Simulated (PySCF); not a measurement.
# WO4 (-4): ligand-field states

Aim: compute the ligand-field states of WO4 (-4).

Computed with PySCF 2.14.0 and routines of our own; the level stands in each step. Atoms count from 0.

## Step 1: The system as given

5 atoms, charge -4, states of the metal's open shell are computed; geometry from: model geometry, bond lengths from ionic radii.

## Step 2: Ligand-field states: state-averaged CASSCF in water

What the job is given:

```
{"job": {"kind": "lf", "basis": {"metal": "x2c-TZVPall", "ligand": "x2c-SVPall"}, "nevpt": true, "solvent": "water"}, "charge": -4, "metal": "W", "open_shell": "d2"}
W      0.000000     0.000000     0.000000
O      1.096965     1.096965     1.096966
O     -1.096965    -1.096965     1.096966
O     -1.096965     1.096965    -1.096966
O      1.096965    -1.096965    -1.096966
```

With the program's defaults for keys left out, this is: state-averaged CASSCF of the metal d shell, SC-NEVPT2 on the averaged canonical orbitals, state-interaction spin-orbit coupling.

Launch:

```bash
$ OMP_NUM_THREADS=1 python lf_run.py task.json out
```

The driver reads the jobs from task.json and runs them one after another.

The log of the run:

```text
basis functions 137, electrons 110, active (2e, 5o)
stage 1: DIIS on the effective Fock matrix, level shift 0.30
cycle   1  E = -16228.3880843757  dE = -1.623e+04  max|g| = 1.571e+01
cycle   2  E = -16213.5669164679  dE =  1.482e+01  max|g| = 2.117e+01
cycle   3  E = -15729.0588180555  dE =  4.845e+02  max|g| = 3.819e+01
cycle   4  E = -16422.3613464749  dE = -6.933e+02  max|g| = 9.385e+00
cycle   5  E = -16428.6898534261  dE = -6.329e+00  max|g| = 3.993e+00
cycle   6  E = -16438.9168366507  dE = -1.023e+01  max|g| = 1.095e+00
cycle   7  E = -16439.7021113539  dE = -7.853e-01  max|g| = 4.628e-01
cycle   8  E = -16439.8398313905  dE = -1.377e-01  max|g| = 2.249e-01
cycle   9  E = -16439.8673443536  dE = -2.751e-02  max|g| = 1.341e-01
cycle  10  E = -16439.8783045580  dE = -1.096e-02  max|g| = 8.083e-02
cycle  11  E = -16439.8825251343  dE = -4.221e-03  max|g| = 3.113e-02
...
cycle  45  E = -16439.9161587983  dE = -1.578e-05  max|g| = 8.928e-04
cycle  46  E = -16439.9161682494  dE = -9.451e-06  max|g| = 5.855e-04
cycle  47  E = -16439.9161745028  dE = -6.253e-06  max|g| = 8.421e-04
cycle  48  E = -16439.9161769061  dE = -2.403e-06  max|g| = 4.953e-04
cycle  49  E = -16439.9161781390  dE = -1.233e-06  max|g| = 2.023e-04
cycle  50  E = -16439.9161786165  dE = -4.775e-07  max|g| = 2.029e-04
cycle  51  E = -16439.9161788784  dE = -2.619e-07  max|g| = 1.428e-04
cycle  52  E = -16439.9161789804  dE = -1.020e-07  max|g| = 5.247e-05
cycle  53  E = -16439.9161790155  dE = -3.508e-08  max|g| = 3.501e-05
cycle  54  E = -16439.9161790239  dE = -8.415e-09  max|g| = 2.206e-05
cycle  55  E = -16439.9161790255  dE = -1.561e-09  max|g| = 6.880e-06
converged average energy = -16439.9161790255

 mult deg   label        CASSCF/cm-1   NEVPT2/cm-1
   1   1   1G                  0.0           0.0
   3   2   3F               5688.0        5719.4
   3   1   3P             -10418.9        6391.9
   1   1   1G              -9802.0        6439.2
   3   1   3F             -10207.3        6545.3
   1   1   1D              -9542.5        6625.9
   3   1   3A2              9633.9        8322.9
   1   1   1G              18839.1       11345.1
   1   1   1D              18841.5       11345.8
   1   1   1D              17493.6       14199.8
   1   1   1D              17565.0       14269.1
   3   2   3P              -3866.1       15289.4
   3   2   3F              -3644.1       15347.6
   1   2   1G              -3433.8       15575.7
   1   2   1D              -2605.2       15791.4
   3   1   3F              19105.6       16016.0
   1   1   1G              23470.2       16852.2
   1   1   1G              23567.3       17263.4
   1   1   1A1             25275.3       18970.7
   1   1   1S              31049.7       22041.5

spin-orbit levels / cm-1
      0.00  x1  1G 1.00
   5410.38  x1  3F 0.81 3F 0.19
   5425.09  x1  3F 0.83 1D 0.17
   5512.58  x1  3F 0.82 3F 0.12 3P 0.05
   5513.35  x1  3F 0.82 3F 0.12 3P 0.05
   5630.69  x1  3F 0.85 3P 0.15
   5638.05  x1  3F 0.86 1G 0.14
   6395.78  x1  3P 0.84 3F 0.15
   6395.98  x1  3P 0.84 3F 0.15
   6528.15  x1  3P 0.85 3F 0.15
   6568.34  x1  1G 0.86 3F 0.14
   6714.11  x1  3F 0.72 3F 0.17 3P 0.11
   6714.37  x1  3F 0.72 3F 0.17 3P 0.11
   6817.87  x1  3F 0.81 3F 0.19
   6883.80  x1  1D 0.83 3F 0.17
   8268.11  x1  3A2 0.99
   8269.31  x2  3A2 0.99
  11390.25  x1  1G 0.99
  11390.84  x1  1D 0.99
  13876.76  x1  1D 0.77 3F 0.21
  13922.55  x1  1D 0.78 3P 0.21
  15087.65  x1  3F 0.62 3F 0.28 1D 0.07
  15088.44  x1  3F 0.62 3F 0.28 1D 0.07
  15124.82  x1  3P 0.36 3F 0.36 3F 0.14
  15170.33  x1  3F 0.81 1G 0.12 3P 0.06
  15274.51  x1  3P 0.61 3F 0.16 3F 0.14
  15289.27  x1  3P 0.93 3F 0.06
  15291.03  x1  3F 0.51 3P 0.49
  15298.18  x1  3P 0.97
  15299.15  x1  3P 0.97
```

Run time: 42 s. Hardware: 1 thread of Arm Neoverse N1, shared host; peak memory 0.36 GiB.

Warnings kept with the result: an active orbital is not mainly the metal shell.

An active orbital is only 0 % metal, under the run's own bar for a metal shell, so levels, ζ, ground spin and magnetism of this run may not be those of the metal's shell and are not read here.

## Step 3: Ligand-field states: state-averaged CASSCF (shift 1.0) in water

What the job is given:

```
{"job": {"kind": "lf", "basis": {"metal": "x2c-TZVPall", "ligand": "x2c-SVPall"}, "nevpt": true, "solvent": "water", "shift": 1.0}, "charge": -4, "metal": "W", "open_shell": "d2"}
W      0.000000     0.000000     0.000000
O      1.096965     1.096965     1.096966
O     -1.096965    -1.096965     1.096966
O     -1.096965     1.096965    -1.096966
O      1.096965    -1.096965    -1.096966
```

Level: state-averaged CASSCF of the metal d shell, SC-NEVPT2 on the averaged canonical orbitals, state-interaction spin-orbit coupling.

The log of the run:

```text
basis functions 137, electrons 110, active (2e, 5o)
stage 1: DIIS on the effective Fock matrix, level shift 1.00
cycle   1  E = -16228.3880843757  dE = -1.623e+04  max|g| = 1.571e+01
cycle   2  E = -16281.9323669346  dE = -5.354e+01  max|g| = 2.069e+01
cycle   3  E = -15735.7303182840  dE =  5.462e+02  max|g| = 3.161e+01
cycle   4  E = -16423.9613658579  dE = -6.882e+02  max|g| = 1.010e+01
cycle   5  E = -16432.8847501885  dE = -8.923e+00  max|g| = 3.319e+00
cycle   6  E = -16438.2891602594  dE = -5.404e+00  max|g| = 1.361e+00
cycle   7  E = -16439.3617983041  dE = -1.073e+00  max|g| = 5.592e-01
cycle   8  E = -16439.6729944295  dE = -3.112e-01  max|g| = 3.276e-01
cycle   9  E = -16439.7777959611  dE = -1.048e-01  max|g| = 1.608e-01
cycle  10  E = -16439.8279794013  dE = -5.018e-02  max|g| = 1.252e-01
cycle  11  E = -16439.8510414264  dE = -2.306e-02  max|g| = 9.986e-02
...
cycle  53  E = -16439.9161672790  dE = -5.073e-06  max|g| = 4.566e-04
cycle  54  E = -16439.9161715091  dE = -4.230e-06  max|g| = 4.003e-04
cycle  55  E = -16439.9161752958  dE = -3.787e-06  max|g| = 3.373e-04
cycle  56  E = -16439.9161778392  dE = -2.543e-06  max|g| = 2.316e-04
cycle  57  E = -16439.9161787695  dE = -9.302e-07  max|g| = 1.502e-04
cycle  58  E = -16439.9161789369  dE = -1.674e-07  max|g| = 5.592e-05
cycle  59  E = -16439.9161789747  dE = -3.777e-08  max|g| = 4.346e-05
cycle  60  E = -16439.9161790034  dE = -2.875e-08  max|g| = 3.580e-05
cycle  61  E = -16439.9161790202  dE = -1.675e-08  max|g| = 2.661e-05
cycle  62  E = -16439.9161790247  dE = -4.566e-09  max|g| = 1.151e-05
cycle  63  E = -16439.9161790255  dE = -8.004e-10  max|g| = 7.299e-06
converged average energy = -16439.9161790255

 mult deg   label        CASSCF/cm-1   NEVPT2/cm-1
   1   1   1G                  0.0           0.0
   3   2   3F               5688.2        5719.8
   3   1   3P             -10418.7        6392.6
   1   1   1G              -9801.7        6439.9
   3   1   3F             -10207.1        6545.5
   1   1   1D              -9542.2        6626.1
   3   1   3A2              9634.2        8323.9
   1   2   1G              18840.7       11346.9
   1   1   1D              17494.0       14200.7
   1   1   1D              17565.4       14270.6
   3   2   3P              -3866.0       15290.7
   3   2   3F              -3644.0       15348.5
   1   2   1G              -3433.8       15576.2
   1   2   1D              -2605.1       15792.1
   3   1   3F              19106.0       16016.3
   1   1   1G              23471.1       16852.4
   1   1   1G              23567.5       17263.6
   1   1   1A1             25275.8       18971.5
   1   1   1S              31050.4       22042.2

spin-orbit levels / cm-1
      0.00  x1  1G 1.00
   5410.78  x1  3F 0.81 3F 0.19
   5425.48  x1  3F 0.83 1D 0.17
   5513.11  x1  3F 0.82 3F 0.12 3P 0.05
   5513.61  x1  3F 0.82 3F 0.12 3P 0.05
   5631.11  x1  3F 0.85 3P 0.15
   5638.47  x1  3F 0.86 1G 0.14
   6396.51  x1  3P 0.84 3F 0.15
   6396.58  x1  3P 0.84 3F 0.15
   6528.79  x1  3P 0.85 3F 0.15
   6568.95  x1  1G 0.86 3F 0.14
   6714.45  x1  3F 0.72 3F 0.17 3P 0.11
   6714.51  x1  3F 0.72 3F 0.17 3P 0.11
   6818.03  x1  3F 0.81 3F 0.19
   6883.94  x1  1D 0.83 3F 0.17
   8269.15  x1  3A2 0.99
   8270.35  x2  3A2 0.99
  11391.52  x1  1G 0.99
  11392.24  x1  1G 0.99
  13877.75  x1  1D 0.77 3F 0.21
  13924.11  x1  1D 0.78 3P 0.21
  15088.84  x1  3F 0.62 3F 0.28 1D 0.07
  15088.89  x1  3F 0.62 3F 0.28 1D 0.07
  15125.81  x1  3P 0.36 3F 0.36 3F 0.14
  15171.25  x1  3F 0.81 1G 0.12 3P 0.06
  15275.59  x1  3P 0.61 3F 0.16 3F 0.14
  15290.45  x1  3P 0.93 3F 0.06
  15292.12  x1  3F 0.51 3P 0.49
  15299.84  x1  3P 0.97
  15299.96  x1  3P 0.97
```

Run time: 38 s. Hardware: 1 thread of Arm Neoverse N1, shared host; peak memory 0.36 GiB.

Warnings kept with the result: an active orbital is not mainly the metal shell.

An active orbital is only 0 % metal, under the run's own bar for a metal shell, so levels, ζ, ground spin and magnetism of this run may not be those of the metal's shell and are not read here.

## Step 4: Ligand-field states: state-averaged CASSCF (basis ANO-RCC-VDZP) in water

What the job is given:

```
{"job": {"kind": "lf", "basis": "ANO-RCC-VDZP", "nevpt": true, "solvent": "water"}, "charge": -4, "metal": "W", "open_shell": "d2"}
W      0.000000     0.000000     0.000000
O      1.096965     1.096965     1.096966
O     -1.096965    -1.096965     1.096966
O     -1.096965     1.096965    -1.096966
O      1.096965    -1.096965    -1.096966
```

With the program's defaults for keys left out, this is: state-averaged CASSCF of the metal d shell, SC-NEVPT2 on the averaged canonical orbitals, state-interaction spin-orbit coupling.

The log of the run:

```text
basis functions 124, electrons 110, active (2e, 5o)
stage 1: DIIS on the effective Fock matrix, level shift 0.30
cycle   1  E = -16257.6313967494  dE = -1.626e+04  max|g| = 1.626e+01
cycle   2  E = -16000.2157409577  dE =  2.574e+02  max|g| = 7.225e+00
cycle   3  E = -15210.8246720886  dE =  7.894e+02  max|g| = 1.716e+01
cycle   4  E = -16159.4936697659  dE = -9.487e+02  max|g| = 1.546e+01
cycle   5  E = -16167.4698805197  dE = -7.976e+00  max|g| = 1.243e+01
cycle   6  E = -16201.8182996130  dE = -3.435e+01  max|g| = 1.666e+01
cycle   7  E = -16204.7079841542  dE = -2.890e+00  max|g| = 1.396e+01
cycle   8  E = -16209.5958301541  dE = -4.888e+00  max|g| = 1.145e+01
cycle   9  E = -16217.8018906244  dE = -8.206e+00  max|g| = 1.416e+01
cycle  10  E = -16226.1357555707  dE = -8.334e+00  max|g| = 1.717e+01
cycle  11  E = -16240.1561383787  dE = -1.402e+01  max|g| = 1.733e+01
...
cycle  66  E = -16440.0478019968  dE = -2.879e-08  max|g| = 5.828e-05
cycle  67  E = -16440.0478020411  dE = -4.435e-08  max|g| = 5.638e-05
cycle  68  E = -16440.0478021043  dE = -6.313e-08  max|g| = 7.862e-05
cycle  69  E = -16440.0478021898  dE = -8.552e-08  max|g| = 9.987e-05
cycle  70  E = -16440.0478023081  dE = -1.184e-07  max|g| = 1.037e-04
cycle  71  E = -16440.0478024648  dE = -1.567e-07  max|g| = 1.031e-04
cycle  72  E = -16440.0478026345  dE = -1.697e-07  max|g| = 1.100e-04
cycle  73  E = -16440.0478027376  dE = -1.031e-07  max|g| = 7.974e-05
cycle  74  E = -16440.0478027621  dE = -2.450e-08  max|g| = 8.585e-05
cycle  75  E = -16440.0478027683  dE = -6.225e-09  max|g| = 3.509e-05
cycle  76  E = -16440.0478027693  dE = -9.713e-10  max|g| = 7.144e-06
converged average energy = -16440.0478027693

 mult deg   label        CASSCF/cm-1   NEVPT2/cm-1
   1   1   1G                  0.0           0.0
   1   1   1G             -34977.8       10793.3
   3   1   3F             -35562.5       10857.7
   1   1   1D             -35076.3       10982.5
   3   1   3P             -35403.5       11019.4
   3   1   3A2            -35097.7       19936.5
   3   2   3F             -21246.1       20542.0
   1   2   1G             -19207.2       21906.9
   1   1   1D             -26427.4       27622.5
   1   1   1D             -26119.6       27762.4
   3   2   3F             -25058.4       31643.9
   1   1   1A1            -19550.0       34468.9
   3   2   3P             -19341.0       35112.0
   1   1   1A1              3688.5       35140.4
   1   2   1D             -15249.0       37508.8
   1   2   1G             -15521.8       38850.9
   3   1   3F             -12938.0       42869.4
   1   1   1G              -8314.9       46207.5
   1   1   1G              -3904.0       50035.7

spin-orbit levels / cm-1
      0.00  x1  1G 1.00
  10292.06  x1  3F 0.94 3F 0.06
  10336.57  x1  3F 0.94 3F 0.03
  10336.59  x1  3F 0.94 3F 0.03
  10409.94  x1  1D 0.94 3F 0.06
  10672.53  x1  1G 0.98
  10901.88  x1  3P 0.98
  10928.83  x1  3P 0.98
  10928.84  x1  3P 0.98
  19217.50  x1  3A2 0.89 3F 0.06 3F 0.05
  19250.83  x1  3A2 0.89 1G 0.04
  19250.85  x1  3A2 0.89 1G 0.04
  21047.16  x1  3F 0.93 1D 0.06
  21055.67  x1  3F 0.94 3F 0.06
  21146.28  x1  3F 0.92 3F 0.04
  21146.32  x1  3F 0.92 3F 0.04
  21161.96  x1  3F 0.98
  21263.76  x1  3F 0.92 3A2 0.05
  22545.46  x1  1G 0.91 3A2 0.05
  22545.89  x1  1G 0.91 3A2 0.05
  26153.13  x1  1D 0.74 3F 0.20 3P 0.04
  26278.65  x1  1D 0.83 3P 0.10 3F 0.07
  31488.48  x1  3P 0.44 1A1 0.33 1A1 0.17
  31817.94  x1  3F 0.94
  31817.96  x1  3F 0.94
  31876.78  x1  3F 0.99
  31989.61  x1  3F 0.92 1D 0.05
  31990.16  x1  3F 0.92 3A2 0.06
  32664.88  x1  3F 0.72 1D 0.22 3F 0.05
  34746.64  x1  1A1 0.72 1A1 0.27
```

It took 65 s on 1 thread of Arm Neoverse N1, shared host; peak memory 0.41 GiB.

Warnings kept with the result: an active orbital is not mainly the metal shell.

An active orbital is only 0 % metal, under the run's own bar for a metal shell, so levels, ζ, ground spin and magnetism of this run may not be those of the metal's shell and are not read here.

## Step 5: Ligand-field states: state-averaged CASSCF (aux autoaux) in water

What the job is given:

```
{"job": {"kind": "lf", "basis": {"metal": "x2c-TZVPall", "ligand": "x2c-SVPall"}, "nevpt": true, "solvent": "water", "aux": "autoaux"}, "charge": -4, "metal": "W", "open_shell": "d2"}
W      0.000000     0.000000     0.000000
O      1.096965     1.096965     1.096966
O     -1.096965    -1.096965     1.096966
O     -1.096965     1.096965    -1.096966
O      1.096965    -1.096965    -1.096966
```

With the program's defaults for keys left out, this is: state-averaged CASSCF of the metal d shell, SC-NEVPT2 on the averaged canonical orbitals, state-interaction spin-orbit coupling.

The log of the run:

```text
basis functions 137, electrons 110, active (2e, 5o)
stage 1: DIIS on the effective Fock matrix, level shift 0.30
cycle   1  E = -16228.3883332231  dE = -1.623e+04  max|g| = 1.571e+01
cycle   2  E = -16213.5341691256  dE =  1.485e+01  max|g| = 2.118e+01
cycle   3  E = -15729.1133689456  dE =  4.844e+02  max|g| = 3.819e+01
cycle   4  E = -16422.3599980150  dE = -6.932e+02  max|g| = 9.385e+00
cycle   5  E = -16428.6888735217  dE = -6.329e+00  max|g| = 3.994e+00
cycle   6  E = -16438.9173048222  dE = -1.023e+01  max|g| = 1.093e+00
cycle   7  E = -16439.7019751690  dE = -7.847e-01  max|g| = 4.626e-01
cycle   8  E = -16439.8396153738  dE = -1.376e-01  max|g| = 2.247e-01
cycle   9  E = -16439.8671281610  dE = -2.751e-02  max|g| = 1.342e-01
cycle  10  E = -16439.8780992599  dE = -1.097e-02  max|g| = 8.096e-02
cycle  11  E = -16439.8823313179  dE = -4.232e-03  max|g| = 3.099e-02
...
cycle  48  E = -16439.9166404315  dE = -8.435e-06  max|g| = 8.021e-04
cycle  49  E = -16439.9166442144  dE = -3.783e-06  max|g| = 5.345e-04
cycle  50  E = -16439.9166464327  dE = -2.218e-06  max|g| = 3.378e-04
cycle  51  E = -16439.9166471828  dE = -7.501e-07  max|g| = 8.988e-05
cycle  52  E = -16439.9166472859  dE = -1.031e-07  max|g| = 5.017e-05
cycle  53  E = -16439.9166473412  dE = -5.529e-08  max|g| = 3.684e-05
cycle  54  E = -16439.9166473621  dE = -2.089e-08  max|g| = 2.725e-05
cycle  55  E = -16439.9166473790  dE = -1.692e-08  max|g| = 1.570e-05
cycle  56  E = -16439.9166473873  dE = -8.255e-09  max|g| = 1.479e-05
cycle  57  E = -16439.9166473913  dE = -4.035e-09  max|g| = 1.074e-05
cycle  58  E = -16439.9166473926  dE = -1.335e-09  max|g| = 5.318e-06
converged average energy = -16439.9166473926

 mult deg   label        CASSCF/cm-1   NEVPT2/cm-1
   1   1   1G                  0.0           0.0
   3   2   3F               5600.1        5610.1
   3   1   3P             -10368.4        6430.2
   1   1   1G              -9755.7        6473.2
   3   1   3F             -10158.0        6582.2
   1   1   1D              -9497.3        6659.4
   3   1   3A2              9760.1        8401.9
   1   1   1D              18745.5       11246.7
   1   1   1G              18750.1       11247.9
   1   1   1D              17622.3       14282.5
   1   1   1D              17692.3       14350.5
   3   2   3P              -3955.4       15211.5
   3   1   3F              -3731.3       15267.3
   3   1   3F              -3733.4       15267.7
   1   2   1G              -3528.6       15493.2
   1   2   1D              -2701.1       15707.2
   3   1   3F              18893.0       15773.3
   1   1   1G              23243.0       16634.0
   1   1   1G              23366.3       17049.7
   1   1   1A1             25399.6       19045.3
   1   1   1S              30861.3       21865.7

spin-orbit levels / cm-1
      0.00  x1  1G 1.00
   5331.06  x1  3F 0.84 3F 0.16
   5342.90  x1  3F 0.85 1D 0.15
   5429.06  x1  3F 0.86 3F 0.10 3P 0.04
   5430.40  x1  3F 0.86 3F 0.10 3P 0.04
   5541.67  x1  3F 0.89 3P 0.11
   5546.92  x1  3F 0.90 1G 0.10
   6432.59  x1  3P 0.85 3F 0.14
   6433.02  x1  3P 0.85 3F 0.14
   6545.43  x1  3P 0.89 3F 0.11
   6583.42  x1  1G 0.90 3F 0.10
   6725.88  x1  3F 0.75 3F 0.14 3P 0.11
   6726.25  x1  3F 0.75 3F 0.14 3P 0.11
   6825.59  x1  3F 0.84 3F 0.16
   6890.87  x1  1D 0.85 3F 0.15
   8346.69  x1  3A2 0.99
   8347.93  x2  3A2 0.99
  11292.25  x1  1D 0.99
  11293.33  x1  1G 0.99
  13920.48  x1  1D 0.72 3F 0.12 3F 0.12
  13969.45  x1  1D 0.74 3P 0.25
  14962.12  x1  3F 0.55 3F 0.34 1D 0.08
  14962.24  x1  3F 0.55 3F 0.34 1D 0.08
  15045.17  x1  3P 0.30 3F 0.19 3F 0.16
  15076.33  x1  3F 0.41 3F 0.40 1G 0.14
  15183.46  x1  3P 0.67 3F 0.16 1D 0.08
  15210.96  x1  3P 0.95
  15211.99  x1  3P 0.49 3F 0.26 3F 0.25
  15219.73  x1  3P 0.97
  15221.45  x1  3P 0.97
```

It took 44 s on 1 thread of Arm Neoverse N1, shared host; peak memory 0.37 GiB.

Warnings kept with the result: an active orbital is not mainly the metal shell.

An active orbital is only 0 % metal, under the run's own bar for a metal shell, so levels, ζ, ground spin and magnetism of this run may not be those of the metal's shell and are not read here.

## Step 6: Results

| quantity | value |
| --- | --- |
| ligand-field states | no level gives a usable value |

What this shows: Steps 2, 3, 4, 5 are set aside: its active space failed the test for the metal's shell.
